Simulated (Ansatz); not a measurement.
# InH₂F (SMILES [F][InH2]): functionals against CCSD(T) at one geometry

How do the functionals fare away from a minimum? The structure is a structure displaced at random from a GFN2-xTB minimum.

Program: Ansatz 0.2.0, Gaussian basis. Level of theory: single points in def2-TZVPP. These are calculated values, not measurements.

Cores are frozen in the correlated methods. Filled d shells of the heavier atoms are correlated. Core potentials replace the inner electrons past krypton, and spin-orbit coupling is left out.

## Step 1: Starting geometry

SMILES `[F][InH2]`, 4 atoms, charge 0, spin multiplicity 1.

Atoms are counted from 1 here; the program's logs count them from 0.

Bond lengths: F1–In2 1.984 Å, In2–H4 1.538 Å. Angles: F1–In2–H4 124.9°.

As a file:

```xyz
4
charge 0, multiplicity 1
F    -1.6514   -0.7613    0.3232
In    0.0662    0.1380   -0.0999
H     1.6611   -1.0361    0.7808
H     0.2050    1.4155   -0.9445
```

## Step 2: CCSD(T)/def2-TZVPP

Contents of run/in.yaml:

```yaml
crystal:
  periodic: [false, false, false]
  atoms:
    - {symbol: F, position_ang: [-1.651400, -0.761300, 0.323200]}
    - {symbol: In, position_ang: [0.066200, 0.138000, -0.099900]}
    - {symbol: H, position_ang: [1.661100, -1.036100, 0.780800]}
    - {symbol: H, position_ang: [0.205000, 1.415500, -0.944500]}
basis:
  gaussian: {orbitals: def2-TZVPP}
correlation: {method: ccsd_t}
output: {forces: true}
```

The command line of these runs was not kept.

## Step 3: PBE0-D4/def2-TZVPP

Changes to run/in.yaml since step 2:

```diff
@@ -9,3 +9,3 @@
   gaussian: {orbitals: def2-TZVPP}
-correlation: {method: ccsd_t}
-output: {forces: true}
+hamiltonian: {xc: pbe0, dispersion: d4}
+output: {forces: true, orbitals: {seedname: orbitals}}
```

## Step 4: wB97M-V/def2-TZVPP

Changes to run/in.yaml since step 3:

```diff
@@ -9,3 +9,3 @@
   gaussian: {orbitals: def2-TZVPP}
-hamiltonian: {xc: pbe0, dispersion: d4}
-output: {forces: true, orbitals: {seedname: orbitals}}
+hamiltonian: {xc: {name: wB97M-V}}
+output: {forces: true}
```

## Step 5: r2SCAN-D4/def2-TZVPP

Changes to run/in.yaml since step 4:

```diff
@@ -9,3 +9,3 @@
   gaussian: {orbitals: def2-TZVPP}
-hamiltonian: {xc: {name: wB97M-V}}
+hamiltonian: {xc: r2scan, dispersion: d4}
 output: {forces: true}
```

## Step 6: PBE-D4/def2-TZVPP

Changes to run/in.yaml since step 5:

```diff
@@ -9,3 +9,3 @@
   gaussian: {orbitals: def2-TZVPP}
-hamiltonian: {xc: r2scan, dispersion: d4}
+hamiltonian: {xc: pbe, dispersion: d4}
 output: {forces: true}
```

## Step 7: CAM-B3LYP-D4/def2-TZVPP

Changes to run/in.yaml since step 6:

```diff
@@ -9,3 +9,3 @@
   gaussian: {orbitals: def2-TZVPP}
-hamiltonian: {xc: pbe, dispersion: d4}
+hamiltonian: {xc: {name: CAM-B3LYP}, dispersion: d4}
 output: {forces: true}
```

## Step 8: r2SCAN0-D4/def2-TZVPP

Changes to run/in.yaml since step 7:

```diff
@@ -9,3 +9,3 @@
   gaussian: {orbitals: def2-TZVPP}
-hamiltonian: {xc: {name: CAM-B3LYP}, dispersion: d4}
+hamiltonian: {xc: {name: r2SCAN0}, dispersion: d4}
 output: {forces: true}
```

(Steps that only read results are left out.)

Q: Predict the outcome of this session. Wanted: energy less free atoms, CCSD(T)/def2-TZVPP; RMS force component; RMS force error; HOMO and LUMO, PBE0-D4; T1 diagnostic.

As calculated:

| quantity | value |
| --- | --- |
| energy less free atoms, CCSD(T)/def2-TZVPP | -8.322 eV |
| RMS force component | 1.792 to 1.902 eV/Å over the methods |
| RMS force error | PBE0-D4 0.026, wB97M-V 0.061, r2SCAN-D4 0.058, PBE-D4 0.222, CAM-B3LYP-D4 0.035, r2SCAN0-D4 0.075 eV/Å |
| HOMO and LUMO, PBE0-D4 | -7.93 and -1.99 eV |
| T1 diagnostic | 0.018 |

Against CCSD(T) the functionals' energies less atoms differ by -0.230 to +0.120 eV, PBE-D4 by -0.230 eV. A larger basis would deepen the CCSD(T) value, while the functionals are nearly converged already, so the order here is not reliable. For forces PBE0-D4 does best and PBE-D4 worst. Frozen-core CCSD(T) forces in triple zeta carry basis errors of their own, and this is one geometry, so small gaps rank nothing.
